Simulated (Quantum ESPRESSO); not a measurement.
# Au in Quantum ESPRESSO: a series of runs, part 3 of 3

Quantum ESPRESSO 7.5. Earlier steps stand in the parts before.

**4. Work function, PBE**

Input file pw.in:

```
&CONTROL
  calculation = 'scf'
  prefix = 'pwscf'
  outdir = './tmp'
  pseudo_dir = './pseudo'
  tprnfor = .true.
  disk_io = 'low'
/
&SYSTEM
  ibrav = 0
  celldm(1) = 8
  nat = 1
  ntyp = 1
  ecutwfc = 76
  nbnd = 16
  occupations = 'smearing'
  smearing = 'fd'
  degauss = 0.00367493
/
&ELECTRONS
  conv_thr = 1d-09
  electron_maxstep = 150
  mixing_beta = 0.3
  mixing_mode = 'local-TF'
/
ATOMIC_SPECIES
Au   196.9666 Au.upf
CELL_PARAMETERS alat
  0.6288701462259   0.0000000000000   0.0000000000000
  0.0000000000000   0.6287355032396   0.0000000000000
  0.0000000000000   0.0000000000000   5.6219352207617
ATOMIC_POSITIONS crystal
Au     0.0000000000    0.5000000000    0.2941200000
K_POINTS automatic
10 10 1 0 0 0
```

Input file pp_density.in:

```
&INPUTPP
  prefix = 'pwscf'
  outdir = './tmp'
  filplot = 'density.dat'
  plot_num = 0
/
&PLOT
  nfile = 1
  filepp(1) = 'density.dat'
  iflag = 3
  output_format = 6
  fileout = 'density.cube'
/
```

Input file pp_potential.in:

```
&INPUTPP
  prefix = 'pwscf'
  outdir = './tmp'
  filplot = 'potential.dat'
  plot_num = 11
/
&PLOT
  nfile = 1
  filepp(1) = 'potential.dat'
  iflag = 3
  output_format = 6
  fileout = 'potential.cube'
/
```

Input file pp_elf.in:

```
&INPUTPP
  prefix = 'pwscf'
  outdir = './tmp'
  filplot = 'elf.dat'
  plot_num = 8
/
&PLOT
  nfile = 1
  filepp(1) = 'elf.dat'
  iflag = 3
  output_format = 6
  fileout = 'elf.cube'
/
```

Potentials or basis: PseudoDojo 0.5 SR PBE stringent.

Run with:

```
$ OMP_NUM_THREADS=1 mpirun -n 2 pw.x -nk 2 -in pw.in > pw.out
$ OMP_NUM_THREADS=1 mpirun -n 1 pp.x -in pp_density.in > pp_density.out
$ OMP_NUM_THREADS=1 mpirun -n 1 pp.x -in pp_potential.in > pp_potential.out
$ OMP_NUM_THREADS=1 mpirun -n 1 pp.x -in pp_elf.in > pp_elf.out
```

pw.out:

```text
This program is part of the open-source Quantum ESPRESSO suite
     for quantum simulation of materials; please cite
         "P. Giannozzi et al., J. Phys.:Condens. Matter 21 395502 (2009);
         "P. Giannozzi et al., J. Phys.:Condens. Matter 29 465901 (2017);
         "P. Giannozzi et al., J. Chem. Phys. 152 154105 (2020);
     in publications or presentations arising from this work. More details at

     Message from routine setup:
     using ibrav=0 with symmetry is DISCOURAGED, use correct ibrav instead

     K-points division:     npool     =       2
     Subspace diagonalization in iterative solution of the eigenvalue problem:
     a serial algorithm will be used

     G-vector sticks info
     --------------------
     sticks:   dense  smooth     PW     G-vecs:    dense   smooth      PW
     Sum         609     609    185               101705   101705   17049

     Using Slab Decomposition

     bravais-lattice index     =            0
     lattice parameter (alat)  =       8.0000  a.u.
     unit-cell volume          =    1138.1114 (a.u.)^3
     number of atoms/cell      =            1
     number of atomic types    =            1
     number of electrons       =        19.00
     number of Kohn-Sham states=           16
     kinetic-energy cutoff     =      76.0000  Ry
     charge density cutoff     =     304.0000  Ry
     scf convergence threshold =      1.0E-09
     mixing beta               =       0.3000
     number of iterations used =            8  local-TF  mixing
     Exchange-correlation= PBE
                           (   1   4   3   4   0   0   0)

     celldm(1)=   8.000000  celldm(2)=   0.000000  celldm(3)=   0.000000
     celldm(4)=   0.000000  celldm(5)=   0.000000  celldm(6)=   0.000000

     crystal axes: (cart. coord. in units of alat)
               a(1) = (   0.628870   0.000000   0.000000 )
               a(2) = (   0.000000   0.628736   0.000000 )
               a(3) = (   0.000000   0.000000   5.621935 )

     reciprocal axes: (cart. coord. in units 2 pi/alat)
               b(1) = (  1.590153  0.000000  0.000000 )
               b(2) = (  0.000000  1.590494  0.000000 )
               b(3) = (  0.000000  0.000000  0.177875 )

     PseudoPot. # 1 for Au read from file:
     Au.upf
     Pseudo is Norm-conserving + core correction, Zval = 19.0
     Generated using ONCVPSP code by D. R. Hamann
     Using radial grid of 1356 points,  7 beta functions with:
                l(1) =   0
                l(2) =   0
                l(3) =   1
                l(4) =   1
                l(5) =   2
                l(6) =   2
                l(7) =   3

     atomic species   valence    mass     pseudopotential
     Au               19.00   196.96660     Au( 1.00)

      4 Sym. Ops. (no inversion) found

   Cartesian axes

     site n.     atom                  positions (alat units)
         1        Au     tau(   1) = (   0.0000000   0.3143678   1.6535236  )

     number of k points=    36  Fermi-Dirac smearing, width (Ry)=  0.0037
                       cart. coord. in units 2pi/alat
        k(    1) = (   0.0000000   0.0000000   0.0000000), wk =   0.0200000
        k(    2) = (   0.0000000   0.1590494   0.0000000), wk =   0.0400000
        k(    3) = (   0.0000000   0.3180988   0.0000000), wk =   0.0400000
        k(    4) = (   0.0000000   0.4771482   0.0000000), wk =   0.0400000
        k(    5) = (   0.0000000   0.6361976   0.0000000), wk =   0.0400000
        k(    6) = (   0.0000000  -0.7952470   0.0000000), wk =   0.0200000
[... 28 lines left out ...]
        k(   35) = (  -0.7950767   0.6361976   0.0000000), wk =   0.0400000
        k(   36) = (  -0.7950767  -0.7952470   0.0000000), wk =   0.0200000

     Dense  grid:   101705 G-vectors     FFT dimensions: (  27,  27, 250)

     Initial potential from superposition of free atoms

     starting charge      18.9999, renormalised to      19.0000

     negative rho (up, down):  4.736E-06 0.000E+00
     Starting wfcs are   10 randomized atomic wfcs +    6 random wfcs

     Self-consistent Calculation

     iteration #  1     ecut=    76.00 Ry     beta= 0.30
     Davidson diagonalization with overlap
     ethr =  1.00E-02,  avg # of iterations =  7.8

     Threshold (ethr) on eigenvalues was too large:
     Diagonalizing with lowered threshold

     Davidson diagonalization with overlap
     ethr =  2.91E-04,  avg # of iterations =  3.1

     negative rho (up, down):  4.091E-04 0.000E+00
[... 19 lines left out ...]
     total energy              =    -296.35567312 Ry
     estimated scf accuracy    <       0.00061253 Ry

     iteration #  4     ecut=    76.00 Ry     beta= 0.30
     Davidson diagonalization with overlap
     c_bands:  1 eigenvalues not converged
     c_bands:  1 eigenvalues not converged
     ethr =  3.22E-06,  avg # of iterations =  8.7

     negative rho (up, down):  2.454E-03 0.000E+00

     total energy              =    -296.35565049 Ry
     estimated scf accuracy    <       0.00029217 Ry
[... 91 lines left out ...]
     iteration # 15     ecut=    76.00 Ry     beta= 0.30
     Davidson diagonalization with overlap
     ethr =  5.85E-12,  avg # of iterations =  2.0

     End of self-consistent calculation

          k = 0.0000 0.0000 0.0000 ( 12605 PWs)   bands (ev):

  -107.4727 -58.7980 -58.7979 -58.6198  -9.5877  -8.5850  -5.8020  -4.4742
    -4.4727  -3.8231  -1.3000   2.3125   2.7209   2.7471   3.6488   3.9337
[... 18 lines left out ...]
  -107.4603 -59.0615 -58.7770 -58.5957  -8.2939  -6.8356  -5.3217  -5.1076
    -4.2612  -3.2865   2.7649   2.8961   5.5910   6.1000   6.1124   6.9734

          k = 0.0000-0.7952 0.0000 ( 12738 PWs)   bands (ev):

  -107.4590 -59.0889 -58.7747 -58.5931  -8.2112  -7.0075  -5.4587  -4.9904
    -4.2382  -1.3937   0.7819   3.6399   6.6534   7.2998   7.5906   7.9701

          k = 0.1590 0.0000 0.0000 ( 12626 PWs)   bands (ev):
[... 21 lines left out ...]
  -107.4590 -59.0588 -58.8046 -58.5932  -7.9045  -6.7840  -5.8026  -5.0583
    -4.5349  -2.8812   3.1079   3.1711   5.8002   6.3115   6.3386   7.2077

          k = 0.1590-0.7952 0.0000 ( 12782 PWs)   bands (ev):

  -107.4577 -59.0861 -58.8023 -58.5907  -7.8153  -6.9539  -5.9263  -4.9398
    -4.5067  -0.8173   0.8486   4.0193   6.8209   7.5257   7.7953   8.1840

          k = 0.3180 0.0000 0.0000 ( 12674 PWs)   bands (ev):
[... 21 lines left out ...]
  -107.4556 -59.0516 -58.8764 -58.5867  -6.9575  -6.6463  -6.5073  -5.1623
    -4.9238  -2.1464   3.9102   3.9912   6.4259   6.9453   7.0056   7.8971

          k = 0.3180-0.7952 0.0000 ( 12784 PWs)   bands (ev):

  -107.4543 -59.0788 -58.8740 -58.5842  -6.8299  -6.8103  -6.6958  -5.1265
    -4.7937   0.4185   1.0627   5.0032   7.3093   8.1889   8.4084   8.8242

          k = 0.4770 0.0000 0.0000 ( 12680 PWs)   bands (ev):
[... 21 lines left out ...]
  -107.4514 -59.0428 -58.9645 -58.5788  -7.5118  -6.4715  -5.8159  -5.2574
    -4.6577  -1.2414   4.8522   5.2097   7.4552   7.9980   8.0905   8.9966

          k = 0.4770-0.7952 0.0000 ( 12762 PWs)   bands (ev):

  -107.4501 -59.0699 -58.9619 -58.5763  -7.6580  -6.6257  -5.7779  -5.2168
    -4.4484   1.5003   1.7962   6.3493   8.0660   9.2376   9.4262   9.8825

          k = 0.6361 0.0000 0.0000 ( 12738 PWs)   bands (ev):
[... 21 lines left out ...]
  -107.4480 -59.0361 -59.0348 -58.5723  -8.0271  -6.3607  -6.2430  -4.7528
    -3.6626   0.2669   4.9599   6.6558   8.2175   8.9379   9.4785   9.5416

          k = 0.6361-0.7952 0.0000 ( 12744 PWs)   bands (ev):

  -107.4467 -59.0626 -59.0324 -58.5698  -8.2084  -6.4699  -6.2414  -4.6848
    -3.2035   2.4076   2.9946   7.8648   8.3216   8.9522  10.3274  10.8571

          k =-0.7951 0.0000 0.0000 ( 12746 PWs)   bands (ev):

  -107.4590 -59.0883 -58.7747 -58.5932  -8.2146  -7.0063  -5.4558  -4.9913
    -4.2372  -1.3955   0.7765   3.6372   6.6513   7.2977   7.5883   7.9678

          k =-0.7951 0.1590 0.0000 ( 12778 PWs)   bands (ev):

  -107.4577 -59.0855 -58.8023 -58.5907  -7.8184  -6.9527  -5.9241  -4.9407
    -4.5062  -0.8185   0.8433   4.0169   6.8189   7.5237   7.7930   8.1818

          k =-0.7951 0.3181 0.0000 ( 12784 PWs)   bands (ev):

  -107.4543 -59.0783 -58.8742 -58.5843  -6.8287  -6.8089  -6.6979  -5.1268
    -4.7945   0.4180   1.0577   5.0014   7.3076   8.1871   8.4064   8.8223

          k =-0.7951 0.4771 0.0000 ( 12762 PWs)   bands (ev):

  -107.4501 -59.0693 -58.9623 -58.5763  -7.6574  -6.6240  -5.7791  -5.2172
    -4.4493   1.4959   1.7962   6.3481   8.0647   9.2363   9.4246   9.8811

          k =-0.7951 0.6362 0.0000 ( 12744 PWs)   bands (ev):

  -107.4467 -59.0620 -59.0330 -58.5698  -8.2083  -6.4681  -6.2431  -4.6848
    -3.2037   2.4047   2.9952   7.8643   8.3235   8.9516  10.3271  10.8561

          k =-0.7951-0.7952 0.0000 ( 12788 PWs)   bands (ev):

  -107.4454 -59.0598 -59.0592 -58.5674  -8.3997  -6.4088  -6.4069  -4.6054
    -2.5267   3.5240   3.5249   6.1979   8.8499   9.4799  10.2600  11.7456

     the Fermi energy is    -3.1679 ev

!    total energy              =    -296.35563569 Ry
     estimated scf accuracy    <          4.8E-10 Ry
     smearing contrib. (-TS)   =      -0.00037542 Ry
     internal energy E=F+TS    =    -296.35526027 Ry

     The total energy is F=E-TS. E is the sum of the following terms:
     one-electron contribution =   -1263.40390287 Ry
     hartree contribution      =     627.08163023 Ry
     xc contribution           =     -52.03390189 Ry
     ewald contribution        =     392.00091427 Ry

     convergence has been achieved in  15 iterations

     Forces acting on atoms (cartesian axes, Ry/au):

     atom    1 type  1   force =     0.00000000    0.00000000    0.00000000

     Total force =     0.000000     Total SCF correction =     0.000000

=------------------------------------------------------------------------------=
   JOB DONE.
=------------------------------------------------------------------------------=
```

Run time: 1.7 min. Hardware: 2 MPI ranks of Arm Neoverse V1, shared host; peak memory 0.42 GiB.

What came out:

```
Free energy                     : -4032.1238 eV
Band gap on the k mesh          : none (metal or under the smearing width)
Work function of the upper face : 5.74 eV
Work function of the lower face : 5.74 eV
```

Spin-orbit coupling is left out, which matters for the levels of Au.

**5. Work function, PBE**

pw.in, as its differences from that of step 4:

```diff
@@ -13,3 +13,3 @@
   ntyp = 1
-  ecutwfc = 76
+  ecutwfc = 70
   nbnd = 16
@@ -26,3 +26,3 @@
 ATOMIC_SPECIES
-Au   196.9666 Au.upf
+Au   196.9666 Au_ONCV_PBE-1.2.upf
 CELL_PARAMETERS alat
```

pp_density.in is that of step 4.

pp_potential.in is that of step 4.

pp_elf.in is that of step 4.

Potentials or basis: SG15 PBE 1.2.

Run with:

```
$ OMP_NUM_THREADS=1 mpirun -n 2 pw.x -nk 2 -in pw.in > pw.out
$ OMP_NUM_THREADS=1 mpirun -n 1 pp.x -in pp_density.in > pp_density.out
$ OMP_NUM_THREADS=1 mpirun -n 1 pp.x -in pp_potential.in > pp_potential.out
$ OMP_NUM_THREADS=1 mpirun -n 1 pp.x -in pp_elf.in > pp_elf.out
```

pw.out:

```text
This program is part of the open-source Quantum ESPRESSO suite
     for quantum simulation of materials; please cite
         "P. Giannozzi et al., J. Phys.:Condens. Matter 21 395502 (2009);
         "P. Giannozzi et al., J. Phys.:Condens. Matter 29 465901 (2017);
         "P. Giannozzi et al., J. Chem. Phys. 152 154105 (2020);
     in publications or presentations arising from this work. More details at

     Message from routine setup:
     using ibrav=0 with symmetry is DISCOURAGED, use correct ibrav instead

     K-points division:     npool     =       2
     Subspace diagonalization in iterative solution of the eigenvalue problem:
     a serial algorithm will be used

     G-vector sticks info
     --------------------
     sticks:   dense  smooth     PW     G-vecs:    dense   smooth      PW
     Sum         561     561    177                89967    89967   15341

     Using Slab Decomposition

     bravais-lattice index     =            0
     lattice parameter (alat)  =       8.0000  a.u.
     unit-cell volume          =    1138.1114 (a.u.)^3
     number of atoms/cell      =            1
     number of atomic types    =            1
     number of electrons       =        19.00
     number of Kohn-Sham states=           16
     kinetic-energy cutoff     =      70.0000  Ry
     charge density cutoff     =     280.0000  Ry
     scf convergence threshold =      1.0E-09
     mixing beta               =       0.3000
     number of iterations used =            8  local-TF  mixing
     Exchange-correlation= PBE
                           (   1   4   3   4   0   0   0)

     celldm(1)=   8.000000  celldm(2)=   0.000000  celldm(3)=   0.000000
     celldm(4)=   0.000000  celldm(5)=   0.000000  celldm(6)=   0.000000

     crystal axes: (cart. coord. in units of alat)
               a(1) = (   0.628870   0.000000   0.000000 )
               a(2) = (   0.000000   0.628736   0.000000 )
               a(3) = (   0.000000   0.000000   5.621935 )

     reciprocal axes: (cart. coord. in units 2 pi/alat)
               b(1) = (  1.590153  0.000000  0.000000 )
               b(2) = (  0.000000  1.590494  0.000000 )
               b(3) = (  0.000000  0.000000  0.177875 )

     PseudoPot. # 1 for Au read from file:
     Au_ONCV_PBE-1.2.upf
     Pseudo is Norm-conserving, Zval = 19.0
     Generated using ONCVPSP code by D. R. Hamann
     Using radial grid of  602 points,  8 beta functions with:
                l(1) =   0
                l(2) =   0
                l(3) =   1
                l(4) =   1
                l(5) =   2
                l(6) =   2
                l(7) =   3
                l(8) =   3

     atomic species   valence    mass     pseudopotential
     Au               19.00   196.96660     Au( 1.00)

      4 Sym. Ops. (no inversion) found

   Cartesian axes

     site n.     atom                  positions (alat units)
         1        Au     tau(   1) = (   0.0000000   0.3143678   1.6535236  )

     number of k points=    36  Fermi-Dirac smearing, width (Ry)=  0.0037
                       cart. coord. in units 2pi/alat
        k(    1) = (   0.0000000   0.0000000   0.0000000), wk =   0.0200000
        k(    2) = (   0.0000000   0.1590494   0.0000000), wk =   0.0400000
        k(    3) = (   0.0000000   0.3180988   0.0000000), wk =   0.0400000
        k(    4) = (   0.0000000   0.4771482   0.0000000), wk =   0.0400000
        k(    5) = (   0.0000000   0.6361976   0.0000000), wk =   0.0400000
        k(    6) = (   0.0000000  -0.7952470   0.0000000), wk =   0.0200000
[... 28 lines left out ...]
        k(   35) = (  -0.7950767   0.6361976   0.0000000), wk =   0.0400000
        k(   36) = (  -0.7950767  -0.7952470   0.0000000), wk =   0.0200000

     Dense  grid:    89967 G-vectors     FFT dimensions: (  27,  27, 240)

     Initial potential from superposition of free atoms

     starting charge      18.9775, renormalised to      19.0000

     negative rho (up, down):  1.885E-04 0.000E+00
     Starting wfcs are random

     Self-consistent Calculation

     iteration #  1     ecut=    70.00 Ry     beta= 0.30
     Davidson diagonalization with overlap
     ethr =  1.00E-02,  avg # of iterations = 10.8

     Threshold (ethr) on eigenvalues was too large:
     Diagonalizing with lowered threshold

     Davidson diagonalization with overlap
     ethr =  6.81E-05,  avg # of iterations =  5.7

     negative rho (up, down):  2.027E-08 0.000E+00

     total energy              =    -274.69158796 Ry
     estimated scf accuracy    <       0.01551747 Ry

     iteration #  2     ecut=    70.00 Ry     beta= 0.30
     Davidson diagonalization with overlap
     ethr =  8.17E-05,  avg # of iterations =  1.0
[... 117 lines left out ...]
     total energy              =    -274.68925529 Ry
     estimated scf accuracy    <          3.0E-09 Ry

     iteration # 17     ecut=    70.00 Ry     beta= 0.30
     Davidson diagonalization with overlap
     ethr =  6.09E-12,  avg # of iterations =  2.0

     End of self-consistent calculation

          k = 0.0000 0.0000 0.0000 ( 11247 PWs)   bands (ev):

  -107.5552 -58.8462 -58.8461 -58.6365  -9.6091  -8.6031  -5.7967  -4.4759
    -4.4744  -3.8445  -1.3087   2.2977   2.6939   2.7321   3.6328   3.9017

          k = 0.0000 0.1590 0.0000 ( 11303 PWs)   bands (ev):

  -107.5539 -58.8742 -58.8440 -58.6339  -9.3381  -8.4002  -5.7212  -4.8603
    -4.4538  -4.0243  -0.8720   2.5029   2.9147   2.9407   3.8591   4.1073
[... 158 lines left out ...]
  -107.5326 -59.1168 -59.0101 -58.5931  -7.6775  -6.6284  -5.7826  -5.2241
    -4.4521   1.4753   1.7811   6.3406   8.0588   9.2258   9.4120   9.8596

          k =-0.7951 0.6362 0.0000 ( 11314 PWs)   bands (ev):

  -107.5292 -59.1095 -59.0805 -58.5866  -8.2282  -6.4722  -6.2471  -4.6765
    -3.2191   2.3842   2.9792   7.8565   8.2989   8.9440  10.3178  10.8443

          k =-0.7951-0.7952 0.0000 ( 11292 PWs)   bands (ev):

  -107.5279 -59.1073 -59.1067 -58.5842  -8.4195  -6.4129  -6.4110  -4.5964
    -2.5413   3.5073   3.5082   6.1675   8.8413   9.4702  10.2517  11.7404

     the Fermi energy is    -3.1840 ev

!    total energy              =    -274.68925532 Ry
     estimated scf accuracy    <          3.2E-10 Ry
     smearing contrib. (-TS)   =      -0.00037447 Ry
     internal energy E=F+TS    =    -274.68888085 Ry

     The total energy is F=E-TS. E is the sum of the following terms:
     one-electron contribution =   -1269.23970325 Ry
     hartree contribution      =     627.84694130 Ry
     xc contribution           =     -25.29703317 Ry
     ewald contribution        =     392.00091426 Ry

     convergence has been achieved in  17 iterations

     Forces acting on atoms (cartesian axes, Ry/au):

     atom    1 type  1   force =     0.00000000    0.00000000    0.00000000

     Total force =     0.000000     Total SCF correction =     0.000006

=------------------------------------------------------------------------------=
   JOB DONE.
=------------------------------------------------------------------------------=
```

pp_potential.out:

```text
This program is part of the open-source Quantum ESPRESSO suite
     for quantum simulation of materials; please cite
         "P. Giannozzi et al., J. Phys.:Condens. Matter 21 395502 (2009);
         "P. Giannozzi et al., J. Phys.:Condens. Matter 29 465901 (2017);
         "P. Giannozzi et al., J. Chem. Phys. 152 154105 (2020);
     in publications or presentations arising from this work. More details at

     IMPORTANT: XC functional enforced from input :
     Exchange-correlation= PBE
                           (   1   4   3   4   0   0   0)
     Any further DFT definition will be discarded
     Please, verify this is what you really want

     G-vector sticks info
     --------------------
     sticks:   dense  smooth     PW     G-vecs:    dense   smooth      PW
     Sum         561     561    177                89967    89967   15341

     Using Slab Decomposition

     Calling punch_plot, plot_num =  11
     Writing data to file  potential.dat
     Reading data from file  potential.dat

     Writing data to be plotted to file potential.cube
     Plot Type: 3D                     Output format: Gaussian cube

=------------------------------------------------------------------------------=
   JOB DONE.
=------------------------------------------------------------------------------=
```

It took 2 min on 2 MPI ranks of Arm Neoverse V1, shared host; peak memory 0.38 GiB.

Results:

* Free energy: -3737.3377 eV
* Band gap on the k mesh: none (metal or under the smearing width)
* Work function of the upper face: 5.75 eV
* Work function of the lower face: 5.75 eV

Spin-orbit coupling is left out, which matters for the levels of Au.

**6. Summary**

```csv
potentials or basis,cutoff (eV),gap on the mesh (eV),work function (eV)
PseudoDojo 0.4.1 SR PBE standard,1034,none,5.74
PseudoDojo 0.5 SR PBE standard,1034,none,5.74
PseudoDojo 0.5 SR PBE stringent,1034,none,5.74
SG15 PBE 1.2,952,none,5.75
```

Alike in all rows: task work function; level PBE; no spin polarisation; cell as given; k mesh 10 × 10 × 1; smearing fermi-dirac 0.05 eV.

Total energies depend on the potentials used, so only differences within one code and one set of settings carry meaning.
